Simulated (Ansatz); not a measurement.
**C2H5BBr radical: basis-set convergence**

How large a basis does C2H5BBr radical need? Two functionals are run in growing sets.

Program: Ansatz 0.2.0, Gaussian basis. Level of theory: one geometry, several basis sets. These are calculated values, not measurements.

The runs, in order: PBE0-D4/def2-SVP; ωB97M-V/def2-SVP; PBE0-D4/def2-QZVPP; ωB97M-V/def2-QZVPP; the functionals' def2-TZVPP values are taken from earlier runs.

### 1 Structure used throughout

All runs share one geometry, relaxed beforehand with PBE0-D4 in a triple-zeta def2 set.

9 atoms, charge 0, spin multiplicity 2.

Atoms are counted from 1 here; the program's logs count them from 0.

Bond lengths: C1–C2 1.525 Å, C1–H5 1.092 Å, C1–H6 1.092 Å, C1–H7 1.092 Å, C2–B3 1.546 Å, C2–H8 1.100 Å, C2–H9 1.100 Å, B3–Br4 1.891 Å. Angles: C2–C1–H5 111.1°, C2–C1–H6 111.1°, C2–C1–H7 111.3°, H5–C1–H6 107.3°, H5–C1–H7 107.9°, H6–C1–H7 107.9°, C1–C2–B3 116.8°, C1–C2–H8 110.9°, C1–C2–H9 110.9°, B3–C2–H8 106.6°, B3–C2–H9 106.6°, H8–C2–H9 104.2°, C2–B3–Br4 125.6°.

### 2 PBE0-D4 in def2-SVP

Input file in.yaml:

```yaml
crystal:
  periodic: [false, false, false]
  atoms:
    - {symbol: C, position_ang: [-0.333839, 1.062340, 0.382313]}
    - {symbol: C, position_ang: [0.360558, -0.190243, -0.140330]}
    - {symbol: B, position_ang: [-0.508974, -1.460824, -0.282791]}
    - {symbol: Br, position_ang: [0.093429, -3.142471, -0.902318]}
    - {symbol: H, position_ang: [-1.157740, 1.356719, -0.270680]}
    - {symbol: H, position_ang: [-0.750922, 0.894645, 1.377196]}
    - {symbol: H, position_ang: [0.360256, 1.903290, 0.446781]}
    - {symbol: H, position_ang: [0.812355, -0.006618, -1.126841]}
    - {symbol: H, position_ang: [1.213276, -0.463037, 0.499571]}
basis:
  gaussian: {orbitals: def2-SVP}
magnetization: {spin_polarized: true, initial_magnetization: 1}
hamiltonian: {xc: pbe0, dispersion: d4}
output: {orbitals: {seedname: orbitals}}
```

Launch:

```bash
$ ansatz run in.yaml --threads 4 --pin off --events-out ev --progress --plain --max-ram 10444MiB
```

After this run come: ωB97M-V in def2-SVP; PBE0-D4 in def2-QZVPP; ωB97M-V in def2-QZVPP.

**Question.** What will the summary of the whole plan be? Wanted: PBE0-D4: double and triple zeta above quadruple; ωB97M-V: double and triple zeta above quadruple.

**Answer**, as computed:

| quantity | value |
| --- | --- |
| PBE0-D4: double and triple zeta above quadruple | 13.09, 1.59 eV |
| ωB97M-V: double and triple zeta above quadruple | 13.19, 1.54 eV |

In words: PBE0-D4 gains 11.50 eV from double to triple zeta, then 1.59 eV more. These are total energies; as a rule much of such shifts cancels in differences, which this series doesn't test.
